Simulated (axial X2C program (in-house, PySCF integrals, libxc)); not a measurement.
**SbCl⁺: from the state search to constants**

Aim: find the lowest determinant of SbCl⁺, scan the bond at several levels and fit the constants, once spin-free and once with spin–orbit coupling.

Method: all-electron X2C, Sb dyall-cv3z, Cl dyall-av3z; program: an in-house X2C program for linear molecules on PySCF integrals.

All values are calculated.

### Step 1. Set-up

The input, task.json:

```json
{
 "zs": [
  51,
  17
 ],
 "q": 1,
 "bas": [
  "dyall-cv3z",
  "dyall-av3z"
 ],
 "levels": [
  "PBE0",
  "HF",
  "LDA"
 ],
 "cc": true,
 "r0": 2.39,
 "thr": -1.0,
 "nmax": 90,
 "npts": 10,
 "nst": 2,
 "ntry": 6
}
```

Keys: zs atomic numbers; q charge; bas basis sets; levels methods (HF also brings MP2); cc coupled cluster on or off; r0 starting distance in Å; thr threshold in hartree for freezing inner shells (an s shell follows its p shell); nmax most natural virtual spinors; npts points asked for on the curve; nst determinants followed; ntry starts of the search.

Run with:

```console
> python so2c.py task.json out
```

Spin-free means the one-electron spin-free X2C Hamiltonian; two-component (2c) means X2C with spin–orbit coupling and atomic mean-field two-electron Coulomb and Gaunt terms. Basis: Sb dyall-cv3z contracted to [11s12p8d4f1g], Cl dyall-av3z contracted to [9s8p3d2f]; Gaussian nuclei, density fitting. Masses: Sb 120.904 u, Cl 34.969 u.

Notation: σ, π±, δ± give the projection m of an orbital's angular momentum (0, ±1, ±2), α and β its spin, Λ and M_S the sums; ω is the projection of a spinor's total angular momentum and Ω the sum. Logs are in hartree.

The results follow Hamiltonian by Hamiltonian and level by level.

### Step 2. Search for the lowest determinant

PBE0 moves the distance from 2.390 Å to 2.250 Å and compares determinants there.

Spin-free determinants:

```
ΔE (eV)             state                                  open shells
   0.00  M_S = 1/2, Λ = 1                    beyond closed shells: π+α
   3.34  M_S = 1/2, Λ = 0                     beyond closed shells: σα
   3.43  M_S = 3/2, Λ = 0           beyond closed shells: σα, π+α, π-α
   3.56  M_S = 3/2, Λ = 1  beyond closed shells: 2 × π+α, π+β, 2 × π-α
   4.05  M_S = 1/2, Λ = 0           beyond closed shells: σβ, π+α, π-α
   4.51  M_S = 1/2, Λ = 1  beyond closed shells: π+α, 2 × π+β, 2 × π-α
   4.51  M_S = 1/2, Λ = 3  beyond closed shells: 2 × π+α, 2 × π+β, π-α
```

Two-component determinants:

```csv
ΔE (eV),state,open shells
0.00,Ω = 1/2,excess of +ω over −ω: ω = 1/2
0.44,Ω = 3/2,excess of +ω over −ω: ω = 3/2
3.74,Ω = 5/2,"excess of +ω over −ω: ω = -1/2, 2 × ω = 3/2"
3.83,Ω = 1/2,"excess of +ω over −ω: 2 × ω = -1/2, ω = 3/2"
4.22,Ω = 3/2,excess of +ω over −ω: ω = 3/2
4.68,Ω = 7/2,"excess of +ω over −ω: ω = 1/2, 2 × ω = 3/2"
4.77,Ω = 5/2,"excess of +ω over −ω: 2 × ω = 1/2, ω = 3/2"
```

### Step 3. PBE0, spin-free

State followed: M_S = 1/2, Λ = 1 (beyond closed shells: π+α). The scan is laid around 2.250 Å, a first estimate of the minimum, and this SCF restarts from the orbitals of the search.

The SCF at the reference distance of 2.250 Å:

```text
spin-free X2C-1e  PBE0
basis functions 186  fitting functions 958  grid points 5081
iter        total energy     max residual
   1      -6941.702377470     1.06e-05
   2      -6941.702377470     1.15e-05
converged
one-electron -9926.12263755  Coulomb 2980.32541121  exact exchange -49.19569745  xc functional -150.61907229  nuclear repulsion 203.90961861
```

Along the bond, energies from the lowest point:

| R (Å) | E (eV) | μ (D) | HOMO (eV) | LUMO (eV) | iterations |
| --- | --- | --- | --- | --- | --- |
| 1.958 | 1.2422 | -0.19 | -12.23 | -10.33 | 11 |
| 2.047 | 0.4987 | -0.63 | -12.41 | -10.50 | 11 |
| 2.115 | 0.1885 | -0.96 | -12.53 | -10.62 | 11 |
| 2.183 | 0.0350 | -1.29 | -12.65 | -10.75 | 12 |
| 2.250 | 0.0000 | -1.61 | -12.77 | -10.86 | 2 |
| 2.329 | 0.0697 | -1.97 | -12.90 | -10.99 | 12 |
| 2.408 | 0.2251 | -2.31 | -13.01 | -11.12 | 12 |
| 2.509 | 0.5075 | -2.72 | -13.15 | -11.26 | 13 |
| 2.632 | 0.9244 | -3.15 | -13.29 | -11.43 | 14 |
| 2.812 | 1.5762 | -3.59 | -13.44 | -11.62 | 14 |

Dipoles are positive if Cl is the positive end and refer to the centre of mass.

Outer orbitals at the reference distance:

| symmetry | occupied | ε (eV) | atomic character |
| --- | --- | --- | --- |
| σα | yes | -29.78 | 79% Cl s, 7% Sb p, 6% Sb s |
| σβ | yes | -29.68 | 79% Cl s, 7% Sb p, 6% Sb s |
| σα | yes | -22.29 | 62% Sb s, 23% Cl p, 9% Cl s |
| σβ | yes | -21.45 | 58% Sb s, 28% Cl p, 8% Cl s |
| σα | yes | -16.71 | 53% Cl p, 29% Sb p, 12% Sb s |
| σβ | yes | -16.45 | 50% Cl p, 29% Sb p, 16% Sb s |
| π+α | yes | -16.29 | 81% Cl p, 15% Sb p, 2% Sb d |
| π-α | yes | -16.02 | 83% Cl p, 12% Sb p, 3% Sb d |
| π-β | yes | -15.93 | 86% Cl p, 8% Sb p, 3% Sb d |
| π+β | yes | -15.93 | 86% Cl p, 8% Sb p, 3% Sb d |
| π+α | yes | -12.77 | 76% Sb p, 15% Cl p, 5% Cl d |
| π-α | no | -10.86 | 78% Sb p, 13% Cl p, 6% Cl d |
| π+β | no | -9.92 | 81% Sb p, 9% Cl p, 7% Cl d |
| π-β | no | -9.92 | 81% Sb p, 9% Cl p, 7% Cl d |
| σα | no | -7.48 | 50% Sb p, 17% Sb d, 16% Cl p |

PBE0 fields in the half plane through the axis: z from -2.4 to 4.5 Å across, distance from the axis 0.15 to 2.25 Å upwards; Sb lies at z = 0 and Cl at z = 2.250 Å; the ELF is damped to zero where the density is low.

log10 density (e/bohr³). Ten even steps from ' ' (-5.22 ) to '@' (1.83 ):
```
  ....::::::::------::::::::::::::::::......    
....::::----------------------------::::::....  
..::::------============--========------::::..  
..::----======++++====================----::::..
::::--====++++++++++++++++++++++++++++==----::..
::----====++++******++++++++********++====--::..
::----==++++**######**++++************++==--::::
::--====++**##%%@@%%##********%%%%****++==----::
```

ELF. Ten even steps from ' ' (0.00 ) to '@' (0.89 ):
```
          ::------..                            
      ..--++******==::      ....::....          
    ..--**##%%%%##**--......--==++==--..        
    ::++##%%%%%%##**==::::==**######**==..      
  ..--**%%%%**====------==**%%@@@@@@%%**--..    
  ..==##%%**--------::--++%%@@@@@@@@@@##==..    
  ::++####==--##%%##--::**%%##....%%@@%%++::    
  ::**##**--**++%%++**::##%%..@@@@..@@%%**::    
```

Re = 2.240 Å, ωe = 451 cm⁻¹, ωexe = 1.17 cm⁻¹, Be = 0.1239 cm⁻¹, De = 3.62 eV, μ = -1.56 D.

### Step 4. HF, spin-free

The SCF at the reference distance of 2.250 Å:

```text
spin-free X2C-1e  HF
basis functions 186  fitting functions 958  grid points 5081
iter        total energy     max residual
   1      -6938.670397533     3.99e-01
   2      -6938.697917275     6.10e-03
   3      -6938.699075074     1.90e-03
   4      -6938.699290311     1.15e-03
   5      -6938.699360775     6.35e-04
   6      -6938.699384517     2.57e-04
   7      -6938.699388682     1.45e-04
   8      -6938.699389391     4.74e-05
   9      -6938.699389505     3.04e-05
  10      -6938.699389567     1.53e-05
  11      -6938.699389584     5.38e-06
  12      -6938.699389585     8.63e-07
converged
one-electron -9924.63846287  Coulomb 2978.91258791  exact exchange -196.88313324  xc functional 0.00000000  nuclear repulsion 203.90961861
```

Re = 2.237 Å, ωe = 464 cm⁻¹, ωexe = 1.08 cm⁻¹, Be = 0.1242 cm⁻¹, De = 1.91 eV, μ = -2.15 D.

### Step 5. LDA, spin-free

The SCF at the reference distance of 2.250 Å:

```text
spin-free X2C-1e  LDA
basis functions 186  fitting functions 958  grid points 5081
iter        total energy     max residual
   1      -6934.543784827     1.10e+00
   2      -6934.556021422     1.56e-02
   3      -6934.515818888     3.41e-02
   4      -6934.562351668     3.51e-03
   5      -6934.562732191     7.01e-04
   6      -6934.562747262     3.34e-04
   7      -6934.562750544     7.92e-05
   8      -6934.562750624     2.41e-05
   9      -6934.562750651     3.63e-06
  10      -6934.562750651     1.47e-06
converged
one-electron -9925.59776711  Coulomb 2979.65647837  exact exchange 0.00000000  xc functional -192.53108051  nuclear repulsion 203.90961861
```

Re = 2.236 Å, ωe = 445 cm⁻¹, ωexe = 1.22 cm⁻¹, Be = 0.1243 cm⁻¹, De = 4.60 eV, μ = -1.14 D.

### Step 6. MP2 and beyond, spin-free

Correlated methods: 11 electrons correlated (frozen shells, counted by type: Sb 4 s, 3 p, 2 d; Cl 2 s, 1 p), 257 virtual spinors in MP2, 90 natural virtuals in coupled cluster.

Output of the correlated part at 2.250 Å:

```text
correlated 11  virtual 257  natural virtual 90  E(MP2) -0.268149134  MP2 remainder -0.008070581
iter   CCSD correlation   residual
   1     -0.276257147   1.21e-01
   2     -0.283351264   4.97e-02
   3     -0.285687685   2.25e-02
   4     -0.285703551   8.50e-03
   5     -0.285788865   3.38e-03
   6     -0.285801511   1.38e-03
   7     -0.285801347   3.87e-04
   8     -0.285805528   1.33e-04
   9     -0.285803824   5.57e-05
  10     -0.285803729   2.60e-05
  11     -0.285803347   1.36e-05
  12     -0.285803364   6.12e-06
(T) -0.013782748  T1 0.0281  D1 0.0502  max T2 0.075
```

T1 in the output is the amplitude norm over the root of the electron number; divide by √2 for the Lee–Taylor value.

MP2: Re = 2.246 Å, ωe = 456 cm⁻¹, Be = 0.1232 cm⁻¹, De = 3.46 eV.

CCSD: Re = 2.250 Å, ωe = 450 cm⁻¹, ωexe = 1.18 cm⁻¹, Be = 0.1228 cm⁻¹, De = 3.19 eV. T1 at Re = 0.020 (Lee–Taylor, the printed value over √2).

CCSD(T): Re = 2.257 Å, ωe = 442 cm⁻¹, ωexe = 1.19 cm⁻¹, Be = 0.122 cm⁻¹, De = 3.36 eV. T1 at Re = 0.020 (Lee–Taylor, the printed value over √2).

### Step 7. The spin-free curves together

Energy (eV) of the followed determinant, spin-free, from each level's lowest point:

| R (Å) | PBE0 | HF | MP2 | CCSD | CCSD(T) | LDA |
| --- | --- | --- | --- | --- | --- | --- |
| 1.958 | 1.242 | 1.274 | 1.337 | n/a | n/a | 1.178 |
| 2.047 | 0.499 | 0.507 | 0.551 | 0.559 | 0.588 | 0.466 |
| 2.115 | 0.189 | 0.188 | 0.217 | 0.223 | 0.243 | 0.172 |
| 2.183 | 0.035 | 0.032 | 0.047 | 0.050 | 0.060 | 0.029 |
| 2.250 | 0.000 | 0.000 | 0.000 | 0.000 | 0.000 | 0.000 |
| 2.329 | 0.070 | 0.078 | 0.062 | 0.057 | 0.044 | 0.072 |
| 2.408 | 0.225 | 0.246 | 0.214 | 0.202 | 0.178 | 0.225 |
| 2.509 | 0.508 | 0.549 | 0.501 | 0.477 | 0.437 | 0.501 |
| 2.632 | 0.924 | 0.992 | 0.965 | n/a | n/a | 0.903 |
| 2.812 | 1.576 | 1.730 | 1.673 | n/a | n/a | 1.530 |

### Step 8. PBE0, 2c

State followed: Ω = 1/2 (excess of +ω over −ω: ω = 1/2). The scan is laid around 2.250 Å, a first estimate of the minimum, and this SCF restarts from the orbitals of the search.

Output at 2.250 Å:

```text
two-component X2C + atomic mean field  PBE0
basis functions 186  fitting functions 958  grid points 5081
iter        total energy     max residual
   1      -6938.909020651     2.88e-05
   2      -6938.909020665     3.00e-05
   3      -6938.909020678     7.18e-06
   4      -6938.909020680     4.37e-06
converged
one-electron -9918.18542009  Coulomb 2978.92861792  exact exchange -49.16917038  xc functional -150.54182291  nuclear repulsion 203.90961861  atomic mean-field constant -3.85084383
```

Along the bond, energies from the lowest point:

| R (Å) | E (eV) | μ (D) | HOMO (eV) | LUMO (eV) | iterations |
| --- | --- | --- | --- | --- | --- |
| 1.958 | 1.2616 | -0.24 | -12.41 | -10.08 | 11 |
| 2.047 | 0.5119 | -0.69 | -12.59 | -10.25 | 11 |
| 2.115 | 0.1971 | -1.02 | -12.71 | -10.38 | 11 |
| 2.183 | 0.0392 | -1.35 | -12.84 | -10.49 | 11 |
| 2.250 | 0.0000 | -1.67 | -12.95 | -10.61 | 4 |
| 2.329 | 0.0650 | -2.04 | -13.08 | -10.74 | 11 |
| 2.408 | 0.2159 | -2.39 | -13.20 | -10.86 | 12 |
| 2.509 | 0.4930 | -2.81 | -13.33 | -11.00 | 13 |
| 2.632 | 0.9043 | -3.27 | -13.47 | -11.16 | 13 |
| 2.812 | 1.5513 | -3.80 | -13.58 | -11.35 | 16 |

Dipoles are positive if Cl is the positive end and refer to the centre of mass.

Outer spinors at the reference distance:

```
   ω  occupied  ε (eV)              atomic character     λ mixture
-1/2       yes  -29.74    79% Cl s, 7% Sb p, 6% Sb s        100% σ
 1/2       yes  -29.63    79% Cl s, 7% Sb p, 6% Sb s        100% σ
-1/2       yes  -22.25   62% Sb s, 23% Cl p, 9% Cl s        100% σ
 1/2       yes  -21.41   58% Sb s, 28% Cl p, 8% Cl s        100% σ
-1/2       yes  -16.68  53% Cl p, 30% Sb p, 12% Sb s        100% σ
 1/2       yes  -16.45  53% Cl p, 29% Sb p, 13% Sb s  82% σ, 18% π
 1/2       yes  -16.30   76% Cl p, 16% Sb p, 3% Sb s  82% π, 18% σ
-3/2       yes  -15.94   84% Cl p, 11% Sb p, 3% Sb d        100% π
-1/2       yes  -15.92    86% Cl p, 9% Sb p, 3% Sb d        100% π
 3/2       yes  -15.83    87% Cl p, 8% Sb p, 3% Sb d        100% π
 1/2       yes  -12.95   74% Sb p, 17% Cl p, 5% Cl d   99% π, 1% σ
-3/2        no  -10.61   79% Sb p, 12% Cl p, 6% Cl d        100% π
-1/2        no  -10.13   80% Sb p, 11% Cl p, 6% Cl d   99% π, 1% σ
 3/2        no   -9.68    81% Sb p, 9% Cl p, 7% Cl d        100% π
-1/2        no   -7.42  50% Sb p, 17% Sb d, 16% Cl p   99% σ, 1% π
```

PBE0 fields in the half plane through the axis: z from -2.4 to 4.5 Å across, distance from the axis 0.15 to 2.25 Å upwards; Sb lies at z = 0 and Cl at z = 2.250 Å; the ELF is damped to zero where the density is low.

log10 density (e/bohr³). Ten even steps from ' ' (-5.21 ) to '@' (1.83 ):
```
  ....::::::::------::::::::::::::::::......    
....::::----------------------------::::::....  
..::::------============--========------::::..  
..::----======++++====================----::....
::::--====++++++++++++++++++++++++++++==----::..
::----====++++******++++++++********++====--::..
::----==++++**######**++++************++==--::::
::--====++**##%%@@%%##********%%%%****++==----::
```

ELF. Ten even steps from '0' (0.00 ) to '9' (0.89 ):
```
000001332100000000000000
000135665420001121100000
001367887631123454310000
002578887642246777641000
013688644333468999863100
015786333323589999974100
025774378732687118985200
026863658562781991986200
```

Re = 2.243 Å, ωe = 448 cm⁻¹, ωexe = 1.17 cm⁻¹, Be = 0.1236 cm⁻¹, De = 3.74 eV, μ = -1.64 D.

### Step 9. HF, 2c

The SCF at the reference distance of 2.250 Å:

```text
two-component X2C + atomic mean field  HF
basis functions 186  fitting functions 958  grid points 5081
iter        total energy     max residual
   1      -6935.874708926     3.98e-01
   2      -6935.902114381     6.12e-03
   3      -6935.903254517     1.81e-03
   4      -6935.903463000     1.11e-03
   5      -6935.903530686     6.14e-04
   6      -6935.903553339     2.51e-04
   7      -6935.903557279     1.41e-04
   8      -6935.903557927     4.46e-05
   9      -6935.903558019     3.00e-05
  10      -6935.903558063     1.53e-05
  11      -6935.903558075     5.72e-06
  12      -6935.903558076     1.12e-06
converged
one-electron -9916.71302149  Coulomb 2977.52715490  exact exchange -196.77646626  xc functional 0.00000000  nuclear repulsion 203.90961861  atomic mean-field constant -3.85084383
```

No constants are quoted: the solution changes its character somewhere along the scan, so the fit is set aside.

### Step 10. LDA, 2c

Output at 2.250 Å:

```text
two-component X2C + atomic mean field  LDA
basis functions 186  fitting functions 958  grid points 5081
iter        total energy     max residual
   1      -6931.756329453     1.10e+00
   2      -6931.768910344     1.57e-02
   3      -6931.731659257     3.30e-02
   4      -6931.774824101     3.68e-03
   5      -6931.775247404     6.98e-04
   6      -6931.775261180     3.23e-04
   7      -6931.775264075     7.78e-05
   8      -6931.775264157     2.16e-05
   9      -6931.775264178     3.31e-06
  10      -6931.775264179     1.38e-06
converged
one-electron -9917.66367382  Coulomb 2978.26305128  exact exchange 0.00000000  xc functional -192.43341642  nuclear repulsion 203.90961861  atomic mean-field constant -3.85084383
```

Re = 2.239 Å, ωe = 442 cm⁻¹, ωexe = 1.22 cm⁻¹, Be = 0.1239 cm⁻¹, De = 4.45 eV, μ = -1.22 D.

### Step 11. Correlated methods, 2c

Correlated methods: 11 electrons correlated (frozen shells, counted by type: Sb 4 s, 3 p, 2 d; Cl 2 s, 1 p), 257 virtual spinors in MP2, 90 natural virtuals in coupled cluster.

Output of the correlated part at 2.250 Å:

```text
correlated 11  virtual 257  natural virtual 90  E(MP2) -0.267427819  MP2 remainder -0.008068110
iter   CCSD correlation   residual
   1     -0.275615359   1.19e-01
   2     -0.282659477   4.84e-02
   3     -0.284895549   2.17e-02
   4     -0.284911587   8.25e-03
   5     -0.284994802   3.31e-03
   6     -0.285006957   1.36e-03
   7     -0.285006889   3.96e-04
   8     -0.285011019   1.52e-04
   9     -0.285009150   7.41e-05
  10     -0.285009206   3.71e-05
  11     -0.285008753   1.66e-05
  12     -0.285008796   6.56e-06
  13     -0.285008796   2.84e-06
(T) -0.013610767  T1 0.0275  D1 0.0520  max T2 0.073
```

MP2: No constants are quoted: the reference changes its character somewhere along the scan, so the fit is set aside.

CCSD: No constants are quoted: the reference changes its character somewhere along the scan, so the fit is set aside.

CCSD(T): No constants are quoted: the reference changes its character somewhere along the scan, so the fit is set aside.

### Step 12. A higher determinant, 2c

State: Ω = 3/2 (excess of +ω over −ω: ω = 3/2).

Output at the reference distance:

```text
two-component X2C + atomic mean field  PBE0
basis functions 186  fitting functions 958  grid points 5081
iter        total energy     max residual
   1      -6938.892767455     2.58e-05
   2      -6938.892767407     4.66e-05
   3      -6938.892767487     4.13e-06
   4      -6938.892767488     1.94e-06
converged
one-electron -9917.91366878  Coulomb 2978.66527432  exact exchange -49.16704867  xc functional -150.53609913  nuclear repulsion 203.90961861  atomic mean-field constant -3.85084383
```

| R (Å) | E above the lowest PBE0 point (eV) |
| --- | --- |
| 1.958 | 1.683 |
| 2.047 | 0.940 |
| 2.115 | 0.631 |
| 2.183 | 0.477 |
| 2.250 | 0.442 |
| 2.329 | 0.511 |
| 2.408 | 0.665 |
| 2.509 | 0.944 |
| 2.632 | 1.354 |

Re = 2.240 Å, ωe = 450 cm⁻¹, ωexe = 1.2 cm⁻¹, Be = 0.1239 cm⁻¹, μ = -1.46 D. Te = 0.44 eV.

### Step 13. The 2c curves together

Energy (eV) of the followed determinant, 2c, from each level's lowest point:

| R (Å) | PBE0 | HF (jumps) | MP2 (its reference jumps) | CCSD (its reference jumps) | CCSD(T) (its reference jumps) | LDA |
| --- | --- | --- | --- | --- | --- | --- |
| 1.958 | 1.262 | 1.296 | 1.357 | n/a | n/a | 1.197 |
| 2.047 | 0.512 | 0.521 | 0.564 | 0.572 | 0.601 | 0.479 |
| 2.115 | 0.197 | 0.197 | 0.226 | 0.232 | 0.251 | 0.181 |
| 2.183 | 0.039 | 0.037 | 0.051 | 0.054 | 0.064 | 0.033 |
| 2.250 | 0.000 | 0.000 | 0.000 | 0.000 | 0.000 | 0.000 |
| 2.329 | 0.065 | 0.073 | 0.057 | 0.052 | 0.040 | 0.067 |
| 2.408 | 0.216 | 0.235 | 0.205 | 0.193 | 0.170 | 0.216 |
| 2.509 | 0.493 | 0.531 | 0.487 | 0.462 | 0.423 | 0.486 |
| 2.632 | 0.904 | 0.960 | 0.966 | n/a | n/a | 0.882 |
| 2.812 | 1.551 | 1.439 | 2.068 | n/a | n/a | 1.502 |

The whole job took 2.6 min on 1 thread of Arm Neoverse V2, shared host; peak memory 0.72 GiB.

### Step 14. Results

Lowest determinant that the search found at its distance, spin-free: M_S = 1/2, Λ = 1 (beyond closed shells: π+α).

Lowest determinant that the search found at its distance, 2c: Ω = 1/2 (excess of +ω over −ω: ω = 1/2).

```
Hamiltonian    level  Re (Å)  ωe (cm⁻¹)  De (eV)  μ (D)
  spin-free     PBE0   2.240        451     3.62  -1.56
  spin-free       HF   2.237        464     1.91  -2.15
  spin-free      MP2   2.246        456     3.46    n/a
  spin-free     CCSD   2.250        450     3.19    n/a
  spin-free  CCSD(T)   2.257        442     3.36    n/a
  spin-free      LDA   2.236        445     4.60  -1.14
         2c     PBE0   2.243        448     3.74  -1.64
         2c      LDA   2.239        442     4.45  -1.22
```

Dipoles are positive if Cl is the positive end and refer to the centre of mass. No constants: 2c HF (the solution changes its character somewhere along the scan, so the fit is set aside); 2c MP2 (the reference changes its character somewhere along the scan, so the fit is set aside); 2c CCSD (the reference changes its character somewhere along the scan, so the fit is set aside); 2c CCSD(T) (the reference changes its character somewhere along the scan, so the fit is set aside).

Time per point (s) on 1 thread of Arm Neoverse V2, shared host (2c runs); the times are rough: PBE0 0.78, LDA 0.28.

At PBE0, going from spin-free to two-component changes Re by +3 mÅ, ωe by -0.6 %, which is small (part of it comes from the scalar share of the two-electron terms). De moves by +0.11 eV; both De rest on single-determinant atoms, which can miss part of an open shell's spin–orbit lowering.

De refers to Sb+ + Cl, each in the lowest determinant found, which need not be this curve's own limit. The state is a single determinant with fixed occupations, the lowest that a limited PBE0 search found. Dissociation energies refer to the lowest single-determinant-based atoms at the same level and basis. Density functionals use the spin component along the axis (collinear). Coupled cluster ran in a truncated set of natural virtual spinors; the MP2 energy of the rest was added. With the outer-core shells frozen, correlated bond lengths of heavy atoms tend to come out a few hundredths of an ångström too long.
